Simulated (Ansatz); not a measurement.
# LuPb2: the cost of one run

Program: Ansatz 0.2.0. Level of theory: DFT PBEsol, scalar-relativistic. These are calculated values, not measurements.

### Step 1. The system as given

Symmetry: I4/mmm, No. 139, tetragonal system. The conventional cell has a = 3.706 Å, b = 3.706 Å, c = 13.120 Å, α = 90.00°, β = 90.00°, γ = 90.00°. Lu (site symmetry 4/mmm) has 8 Pb at 3.42 Å and 4 Lu at 3.71 Å in its first shell of neighbours. Around Pb (site symmetry 4mm) lie 8 Pb at 3.41 to 3.71 Å and 4 Lu at 3.42 Å.

Coordinates:

```
CELL_PARAMETERS angstrom
-1.85305 1.85305 6.56000
1.85305 -1.85305 6.56000
1.85305 1.85305 -6.56000
ATOMIC_POSITIONS crystal
Lu 0.00000 0.00000 0.00000
Pb 0.33300 0.33300 0.00000
Pb 0.66700 0.66700 0.00000
```

Atoms are numbered in the order of the input: Lu1, Pb2, Pb3.

### Step 2. After the deformation

Space group I4/mmm before, I4/mmm after.

### Step 3. Full-potential LAPW

Contents of input.yaml:

```yaml
crystal:
  lattice:
    - [-1.85305, 1.85305, 6.4944]
    - [1.85305, -1.85305, 6.4944]
    - [1.85305, 1.85305, -6.4944]
  atoms:
    - { symbol: Lu, position: [0.0, 0.0, 0.0] }
    - { symbol: Pb, position: [0.333, 0.333, 0.0] }
    - { symbol: Pb, position: [0.667, 0.667, 0.0] }
kpoints:
  mp_grid: { grid: [12, 12, 12] }
  band_path:
    path:
      - [0.0, 0.0, 0.0]
      - [0.0, 0.0, 0.5]
      - [0.25, 0.25, 0.25]
      - [0.0, 0.5, 0.0]
      - [0.0, 0.0, 0.0]
      - [0.5, 0.5, -0.5]
      - [0.2703533648, 0.7296466352, -0.2703533648]
      - [-0.2703533648, 0.2703533648, 0.2703533648]
      - [0.0, 0.0, 0.0]
    npoints: 5
scf:
  occupations: { method: fermi_dirac, width: 0.05 }
hamiltonian:
  xc: pbesol
  pseudopotentials: { kind: all_electron, lapw: { basis_error: 0.001 } }
output:
  forces: true
  stress: true
  eigenvalues: true
```

Launch:

```sh
$ ansatz run input.yaml --threads 1 --pin off --max-ram 4096MiB --backend cpu --events-out ev --progress --plain --runs-dir out
```

Q: Estimate wall time and peak memory on 1 thread of Intel Xeon Platinum 8488C (Sapphire Rapids), shared host.

About 1.8 min, with a peak of 1.2 GiB.
